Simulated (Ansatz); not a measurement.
# GaSi2: the cost of one run

Method: DFT r2SCAN, scalar-relativistic, plane waves, PAW, in Ansatz 0.2.0.

1 further run of the same task is left out (it didn't finish).

**1. The starting structure**

The structure is cubic, space group Fd-3m (No. 227). Conventional cell: a = 7.257 Å, b = 7.257 Å, c = 7.257 Å, α = 90.00°, β = 90.00°, γ = 90.00°. Ga (site symmetry -43m) has 12 Si at 3.01 Å and 4 Ga at 3.14 Å as nearest neighbours. Si (site symmetry -3m) is surrounded by 6 Si at 2.57 Å and 6 Ga at 3.01 Å.

As a file:

```
CELL_PARAMETERS angstrom
0.00000 3.62838 3.62838
3.62838 0.00000 3.62838
3.62838 3.62838 0.00000
ATOMIC_POSITIONS crystal
Ga 0.00000 0.00000 0.00000
Ga 0.25000 0.25000 0.25000
Si 0.62500 0.62500 0.62500
Si 0.12500 0.62500 0.62500
Si 0.62500 0.62500 0.12500
Si 0.62500 0.12500 0.62500
```

This is candidate A: cubic Laves (C15) type (Fd-3m, No. 227).

(A quick probe on a coarse mesh, which set the mesh and smearing, is not shown.)

**3. Full relaxation (candidate A)**

input.yaml reads:

```yaml
crystal:
  lattice:
    - [0.0, 3.6283849052, 3.6283849052]
    - [3.6283849052, 0.0, 3.6283849052]
    - [3.6283849052, 3.6283849052, 0.0]
  atoms:
    - { symbol: Ga, position: [0.0, 0.0, 0.0] }
    - { symbol: Ga, position: [0.25, 0.25, 0.25] }
    - { symbol: Si, position: [0.625, 0.625, 0.625] }
    - { symbol: Si, position: [0.125, 0.625, 0.625] }
    - { symbol: Si, position: [0.625, 0.625, 0.125] }
    - { symbol: Si, position: [0.625, 0.125, 0.625] }
basis:
  ecutwfc: 500
kpoints:
  mp_grid: { grid: [10, 10, 10] }
hamiltonian:
  xc: r2scan
scf:
  occupations: { method: gaussian, width: 0.1 }
output:
  forces: true
  stress: true
  eigenvalues: true
relax:
  adjacent_minimum: "off"
  f_tol: 0.01
  max_steps: 80
  cell: { stress_tol: 0.05 }
```

The run is started by

```bash
$ ansatz run input.yaml --threads 1 --pin off --max-ram 2560MiB --backend cpu --events-out ev --progress --plain --runs-dir out
```

Q: Estimate wall time and peak memory on 1 thread of Intel Xeon at 2.50GHz (Skylake/Cascade Lake), shared host.

About 2.2 min, with a peak of 0.74 GiB.
